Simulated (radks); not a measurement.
**Sm⁴⁺ in [Xe] 4f3.5 5f0.5: an all-electron calculation**

Aim: the levels, the sizes of the orbitals and the parts of the energy of the samarium ion Sm4+.

The numbers are computed with radks (a radial shooting solver on a logarithmic mesh, Libxc functionals) version 1 (Dirac Kohn-Sham, PBE, spin-unpolarised, spherical densities, point nucleus; open shells are shared between the two j in proportion to 2j + 1), except any that are marked as measured or tabulated.

## Step 1: The atom as given

- element: samarium (Z = 62)
- charge: +4
- electrons: 58
- configuration: [Xe] 4f3.5 5f0.5

## Step 2: Self-consistent calculation

Settings of this run:

```text
Z 62
configuration [Xe] 4f3.5 5f0.5
relativity Dirac
functional pbe,pbe
spin unpolarised
j_filling average
nucleus point
c 137.035999084
```

The run is started by

```bash
$ python run_ks.py task.json out
```

This one command runs every case of the session in turn.

**Question.** What will this run give?

The runs gave:

```
                        quantity                   value
                    total energy     -10430.7788 hartree
exchange-correlation share of it                  2.25 %
                            −T/E                  1.0845
          highest occupied level       5f7/2, -18.124 eV
    most extended occupied level  5f7/2, <r> = 3.47 bohr
 radius at density 0.001 e/bohr³               3.68 bohr
    maxima of the radial density                       4
```

What this shows: The radial density shows 4 maxima for 5 occupied principal shells; where shells overlap, one shows as a shoulder or not at all. Relativity lifts −T/E to 1.085. This is not the tabulated ground configuration, so its levels and sizes aren't those of the ground state, and no measured value stands beside it.
